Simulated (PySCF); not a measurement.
# CH₁₁BN₂Si: electronic excitations and core binding energies

What electronic excitations and core binding energies should CH₁₁BN₂Si (`CN[BH2-][NH2+][SiH3]`) show?

Programs: PySCF 2.14.0, with density-fitted response routines of our own. Each step states its level of theory. These are calculated values for one molecule in the gas phase, unless marked as measured. Atoms count from 0, in the outputs and in this text.

## Step 1: Starting geometry

16 atoms, charge 0, multiplicity 1; geometry from: GFN2-xTB.

Bonds of the start (Å): C0–N1 1.44, N1–B2 1.38, N3–Si4 1.72, C0–H5 1.09, C0–H6 1.09, C0–H7 1.09, N1–H8 1.01, B2–H9 1.17, B2–H10 1.17, N3–H11 1.01, N3–H12 1.01, Si4–H13 1.46, Si4–H14 1.47, Si4–H15 1.46.

The optimised geometry no longer has the bonds of the starting formula, so what follows describes that rearranged structure.

## Step 2: TDDFT and polarisability: CAM-B3LYP/def2-SVPD

Job settings and geometry (Å):

```
{"job": {"kind": "uv", "xc": "CAM-B3LYP", "basis": "def2-SVPD", "nstates": 8, "ntriplets": 3}, "charge": 0, "multiplicity": 1}
C     -2.202455    -0.199866     0.686097
N     -1.407157     0.473369    -0.314724
B     -0.860898    -0.062664    -1.457526
N      1.486526    -0.894387     0.790807
Si     2.338466     0.597547     0.893700
H     -2.374617    -1.228746     0.376874
H     -3.170189     0.294746     0.811714
H     -1.687869    -0.203700     1.651481
H     -1.243647     1.440441    -0.073135
H     -0.223298     0.626539    -2.157706
H     -1.057900    -1.191901    -1.710260
H      0.686063    -0.931267     0.177369
H      2.023170    -1.741869     0.692161
H      3.334908     0.395298     1.945118
H      3.016708     1.043983    -0.332164
H      1.334589     1.591421     1.276268
```

With the program's defaults for keys left out, this is: TDDFT CAM-B3LYP/def2-SVPD, vertical, gas phase, core orbitals frozen in the response.

Launch:

```sh
$ OMP_NUM_THREADS=1 python probes_run.py task.json out
```

This one command runs all jobs of the session in turn.

**Question.** This job is followed by: delta-SCF UKS SCAN, pcX-2 on the ionised atom, pcseg-1 elsewhere, spin-free X2C. Predict these results of the whole session: lowest singlet (CAM-B3LYP/def2-SVPD); brightest single state of those computed; lowest triplet; surface potential, 1st and 99th percentile; N1s binding energies, SCAN/pcX-2; C1s binding energies, SCAN/pcX-2; Si1s binding energies, SCAN/pcX-2; Si2p binding energies, SCAN/pcX-2.

**Answer**, as computed:

```
                                quantity                        value
    lowest singlet (CAM-B3LYP/def2-SVPD)  6.34 eV (196 nm), f = 0.010
brightest single state of those computed  state 5, 7.48 eV, f = 0.174
                          lowest triplet                      5.60 eV
   surface potential, 1st and 99th percentile           -1.09 V and 1.63 V
        N1s binding energies, SCAN/pcX-2      N1 405.36, N3 404.42 eV
        C1s binding energies, SCAN/pcX-2                 C0 291.82 eV
       Si1s binding energies, SCAN/pcX-2               Si4 1846.60 eV
       Si2p binding energies, SCAN/pcX-2                Si4 107.01 eV
```

In words: The structure rearranged or came apart on optimisation; the results belong to the end geometry, not to the formula as drawn. The lowest singlet, at 6.34 eV, is HOMO→LUMO 0.78 and is weak; of the 8 states computed, the strongest absorption comes from state 5 at 7.48 eV. The lowest triplet lies 0.73 eV below the lowest singlet (triplets in Tamm-Dancoff, singlets in full TDDFT). N1 binds its N1s electron 0.94 eV more tightly than N3.
